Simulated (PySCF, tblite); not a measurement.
# C₆H₇N₂S radical: geometry, infrared bands and EPR parameters

Wanted: the infrared bands and EPR parameters of C₆H₇N₂S radical (`[CH2][C@@H]1C[C@@H]1c1cnsn1`), by calculation.

Computed with tblite 0.8.0 and PySCF 2.14.0, with density-fitted response routines of our own, on a single molecule in the gas phase. Atoms are numbered from 0 throughout.

## Step 1: The starting structure

16 atoms, charge 0, multiplicity 2; geometry from: force field or distance geometry start.

Bonds of the start (Å): C0–C1 1.47, C1–C2 1.49, C2–C3 1.50, C3–C4 1.56, C4–C5 1.42, C5–N6 1.34, N6–S7 1.67, S7–N8 1.67, C3–C1 1.51, N8–C4 1.34, C0–H9 1.09, C0–H10 1.09, C1–H11 1.09, C2–H12 1.09, C2–H13 1.09, C3–H14 1.09, C5–H15 1.10.

## Step 2: Relaxing the molecule with GFN2-xTB

What the job is given:

```
{"job": {"kind": "relax", "xc": "GFN2-xTB", "basis": "xTB"}, "charge": 0, "multiplicity": 2}
C     -1.176600    -0.853700     1.307600
C     -1.313500     0.441600     0.632400
C     -1.548400     0.455400    -0.836600
C     -0.237400     0.947700    -0.304300
C      1.048500     0.111600    -0.590500
C      2.034000    -0.157400     0.390600
N      3.096200    -0.854000    -0.030400
S      2.796300    -1.131800    -1.649500
N      1.321900    -0.355400    -1.818700
H     -0.886400    -0.901700     2.352900
H     -1.428500    -1.776600     0.790800
H     -1.832300     1.184500     1.233200
H     -2.246100     1.205600    -1.221200
H     -1.572300    -0.475600    -1.394400
H     -0.071300     2.021300    -0.316100
H      2.008000     0.147200     1.442800
```

The run is started by

```sh
> OMP_NUM_THREADS=1 python probes_run.py task.json out
```

One launch serves the whole session: the jobs run in the order shown.

**Question.** This job is followed by: GFN2-xTB harmonic vibrations, gas phase; UKS B3LYP, pcH-1 on C H N S, non-relativistic, mean-field spin-orbit, GIAO. What will the session give for the following? strongest single infrared mode (GFN2-xTB); zero-point energy (GFN2-xTB); g(iso) (B3LYP); ⟨S²⟩; largest a(iso) (averaged by class); surface potential, 1st and 99th percentile.

**Answer**, as computed:

```
                                 quantity                value
strongest single infrared mode (GFN2-xTB)  649 cm⁻¹, 75 km/mol
             zero-point energy (GFN2-xTB)        73.2 kcal/mol
                           g(iso) (B3LYP)              2.00274
                                     ⟨S²⟩   0.756 (exact 0.75)
       largest a(iso) (averaged by class)  13C on C0, 77.7 MHz
    surface potential, 1st and 99th percentile   -1.43 V and 1.22 V
```

What this shows: Relaxing lowered the energy by 0.682 eV in 106 steps; the close pair that moved most is C3–C4, from 1.560 to 1.446 Å. All 42 modes are real, so the xTB geometry is a minimum. The strongest single mode, at 649 cm⁻¹, is spread over several atoms, H10, H9, C0, C1 among them. Unscaled tight-binding wavenumbers are off by several per cent, some by more. Its intensities can rank the bands wrongly. Most of the unpaired spin sits on C0 (0.96 e). The isotropic g lies 0.4 ppt above the free-electron value.
